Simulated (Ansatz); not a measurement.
# FH₄SiSn radical: small, medium and large basis sets

One table from this session's results is given with a row withheld; the runs are named, their logs left out.

Computed with Ansatz 0.2.0, Gaussian basis. Level: one geometry, several basis sets.

Levels to be run: PBE0-D4/def2-SVP; ωB97M-V/def2-SVP; PBE0-D4/def2-QZVPP; ωB97M-V/def2-QZVPP; the functionals' def2-TZVPP values are taken from earlier runs.

### The geometry

The geometry comes from an earlier relaxation with PBE0-D4 in a triple-zeta def2 set; it is a stationary point, not always the lowest conformer. Sn takes the def2 core potential; no spin-orbit term is included.

SMILES `[F][SnH][SiH3]`, 7 atoms, charge 0, spin multiplicity 2.

Atoms are counted from 1 here; the program's logs count them from 0.

Bond lengths: F1–Sn2 1.941 Å, Sn2–Si3 2.600 Å, Sn2–H4 1.731 Å, Si3–H5 1.486 Å, Si3–H6 1.483 Å, Si3–H7 1.486 Å. Angles: F1–Sn2–Si3 103.4°, F1–Sn2–H4 101.6°, Si3–Sn2–H4 115.8°, Sn2–Si3–H5 107.7°, Sn2–Si3–H6 108.1°, Sn2–Si3–H7 111.1°, H5–Si3–H6 109.7°, H5–Si3–H7 110.0°, H6–Si3–H7 110.2°.

The first run:

The input, in.yaml:

```yaml
crystal:
  periodic: [false, false, false]
  atoms:
    - {symbol: F, position_ang: [-1.714939, -1.551635, 1.206398]}
    - {symbol: Sn, position_ang: [-0.213053, -1.538718, -0.022444]}
    - {symbol: Si, position_ang: [0.610324, 0.926309, 0.055145]}
    - {symbol: H, position_ang: [-0.966754, -2.036401, -1.499292]}
    - {symbol: H, position_ang: [1.728433, 1.060497, -0.914827]}
    - {symbol: H, position_ang: [1.101556, 1.204045, 1.427090]}
    - {symbol: H, position_ang: [-0.484366, 1.867803, -0.297769]}
basis:
  gaussian: {orbitals: def2-SVP}
magnetization: {spin_polarized: true, initial_magnetization: 1}
hamiltonian: {xc: pbe0, dispersion: d4}
output: {orbitals: {seedname: orbitals}}
```

Steps of the session up to this table: PBE0-D4 in def2-SVP; ωB97M-V in def2-SVP; PBE0-D4 in def2-QZVPP; ωB97M-V in def2-QZVPP.

One of the session's tables, all rows but one given; the rest of the session is left out.

It belongs to the step «Density functionals: the series». 

```
functional       basis  HOMO (eV)  LUMO (eV)
   PBE0-D4    def2-SVP      -6.23      -3.41
   PBE0-D4  def2-TZVPP      -6.32      -3.48
   PBE0-D4  def2-QZVPP      -6.34      -3.50
   ωB97M-V    def2-SVP          ?          ?
   ωB97M-V  def2-TZVPP      -8.24      -1.79
   ωB97M-V  def2-QZVPP      -8.26      -1.83
```

**Question.** Estimate the row for ωB97M-V, def2-SVP.

**Answer.** HOMO (eV): -8.12; LUMO (eV): -1.65. In the column «HOMO (eV)» it lies between ωB97M-V, def2-TZVPP (-8.24) and PBE0-D4, def2-QZVPP (-6.34).
